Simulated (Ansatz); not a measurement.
Nb₂Pd, space group Fmmm: an equation of state with a fit, run with the Python package of Ansatz (0.2.0).

`eos_nb2pd.py`:
```python
import ansatz
import numpy as np

SETTINGS = {
    'functional': 'lda',
    'cutoff_ev': 420,
    'smearing': 'fermi_dirac',
    'kmesh': (11, 11, 11),
}

VECTORS = np.array([
    [0.0, 2.145387, 6.537923],
    [1.818141, 0.0, 6.537923],
    [1.818141, 2.145387, 0.0],
])
SITES = [
    ('Nb', (0.337673, 0.337673, 0.662327)),
    ('Nb', (0.662327, 0.662327, 0.337673)),
    ('Pd', (0.0, 0.0, 0.0)),
]


def crystal_on(cell):
    crystal = ansatz.Crystal(lattice=ansatz.Lattice.of(cell))
    for symbol, position in SITES:
        crystal = crystal.atom(symbol, position)
    return crystal

volumes, energies = [], []
for scale in np.linspace(0.92, 1.08, 7):
    cell = VECTORS * scale ** (1 / 3)
    model = (
        crystal_on(cell).calculation()
        .functional(SETTINGS['functional'])
        .pseudopotentials('paw')
        .basis(SETTINGS['cutoff_ev'])
        .occupations(SETTINGS['smearing'])
        .kpoints(*SETTINGS['kmesh'])
    )
    summary = model.run(threads=1, pin='off').report
    volumes.append(abs(np.linalg.det(cell)) / len(SITES))
    energies.append(summary['free_energy_ev'] / len(SITES))
    print(f'V = {volumes[-1]:8.4f} A^3/atom  F = {energies[-1]:.5f} eV/atom')

x = np.array(volumes) ** (-2 / 3)
poly = np.polynomial.Polynomial.fit(x, energies, 3).convert()
roots = poly.deriv().roots()
x0 = min((r.real for r in roots if abs(r.imag) < 1e-9 and poly.deriv(2)(r.real) > 0), key=lambda r: abs(r - x.mean()))
v0 = x0 ** -1.5
b0 = 4 / 9 * poly.deriv(2)(x0) * v0 ** (-7 / 3) * 160.21766
b1 = 4 + 2 / 3 * x0 * poly.deriv(3)(x0) / poly.deriv(2)(x0)
print(f'V0 = {v0:.4f} A^3/atom, B0 = {b0:.1f} GPa, dB/dP = {b1:.2f}')
```

From its runs, with one value withheld:

| V (Å³/atom) | F less the lowest row shown (meV/atom) |
| --- | --- |
| 15.641 | 6.91 |
| 16.095 | 0.00 |
| 16.548 | 9.99 |
| 17.001 | 34.50 |
| 17.455 | 71.47 |
| 17.908 | 119.13 |
| 18.361 | ? |

What is the missing energy at 18.361 Å³ an atom?

A third-order Birch-Murnaghan fit, E = E0 + (9 V0 B0 / 16) [(t - 1)³ B' + (t - 1)² (6 - 4t)] with t = (V0/V)^(2/3), through the 6 rows shown gives V0 = 16.042 Å³, B0 = 214.8 GPa, B' = 4.42 and E0 = -0.12 meV. At V = 18.361 Å³, t = 0.91391, and the fit extrapolates to 175.96 meV. The run gave 175.93 meV, a miss of 0.03 meV.

Notes:
- Shape and fractional positions are held along the curve, so the bulk modulus is an upper value where they are free to relax.
- The mesh is modest for a metal, so energies can be off by several to tens of meV an atom and pressures by half a GPa or more; differences at equal mesh fare better.
- The structure comes from a database of computed cells and needn't be a stable or known phase.
- It ran for 2.2 min on 1 thread of Arm Neoverse N1, on a shared host, peak memory 0.54 GiB.
